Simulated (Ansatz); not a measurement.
NbRu3C:

```
CELL_PARAMETERS angstrom
4.06514 0.00000 0.00000
0.00000 4.06514 0.00000
0.00000 0.00000 4.06514
ATOMIC_POSITIONS crystal
Ru 0.50000 0.50000 0.00000
Ru 0.50000 0.00000 0.50000
Ru 0.00000 0.50000 0.50000
Nb 0.00000 0.00000 0.00000
C 0.50000 0.50000 0.50000
```

The cell comes from a database or a generator and needn't be the stable form of this composition.

Program: Ansatz 0.2.0. Alike in all runs: potentials or basis Ansatz PAW; no spin polarisation; cell as given; k mesh 7 × 7 × 7; smearing fermi-dirac 0.05 eV.

**Question.** Order these runs on this cell by their pressure, lowest first.
A. level BLYP; cutoff (eV) 420
B. level RPBE; cutoff (eV) 420
C. level PBEsol; cutoff (eV) 420; points for each segment of the path 14
D. level PBE; cutoff (eV) 420
E. level r2SCAN; cutoff (eV) 500

**Answer.** C (-11.8 GPa), E (-7.5 GPa), D (-3.4 GPa), B (0.5 GPa), A (8.2 GPa).

Caveats: the PAW data sets come from PBE, with cores solved anew for the run's functional, which leaves a small shift of forces and pressure (some runs); the density of states is complete only up to the lowest level of the last band computed (some runs); the potentials were made for another functional, which shifts forces and pressure (some runs).

Not every run made on this cell is shown here.
